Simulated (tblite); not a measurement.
# CH9ClOSi3: the cost of one run

Programs: tblite 0.8.0 and PySCF 2.14.0, with routines of our own; each step states its level. All values are computed. Atoms count from 0.

## 1. The system as given

15 atoms, charge 0, multiplicity 1; geometry from: start built from the parent or by distance geometry.

## 2. Relaxing the molecule with GFN2-xTB

Job settings and geometry (Å):

```
{"job": {"kind": "relax", "xc": "GFN2-xTB", "basis": "xTB"}, "charge": 0, "multiplicity": 1}
C      0.484100    -2.228600     0.612600
Si     0.069800    -0.621000    -0.269200
Si     1.922200     0.791400     0.025500
O     -1.329200     0.075500     0.283200
Si    -2.263000     1.399900     0.064600
Cl    -1.514100     2.858900     1.262500
H     -0.347800    -2.935000     0.481000
H      1.389100    -2.673100     0.224400
H      0.620100    -2.075600     1.690800
H     -0.105100    -0.908900    -1.690600
H      2.127800     1.068300     1.459000
H      3.117800     0.160900    -0.546000
H      1.635900     2.081000    -0.675000
H     -2.145500     1.861100    -1.361400
H     -3.671100     1.161200     0.452400
```

Started as:

```
$ OMP_NUM_THREADS=1 python redox_run.py task.json out
```

The driver reads the jobs from task.json and runs them one after another.

**Question.** How long does this first job take on 1 thread of Arm Neoverse N1, shared host?

About 3.8 s.
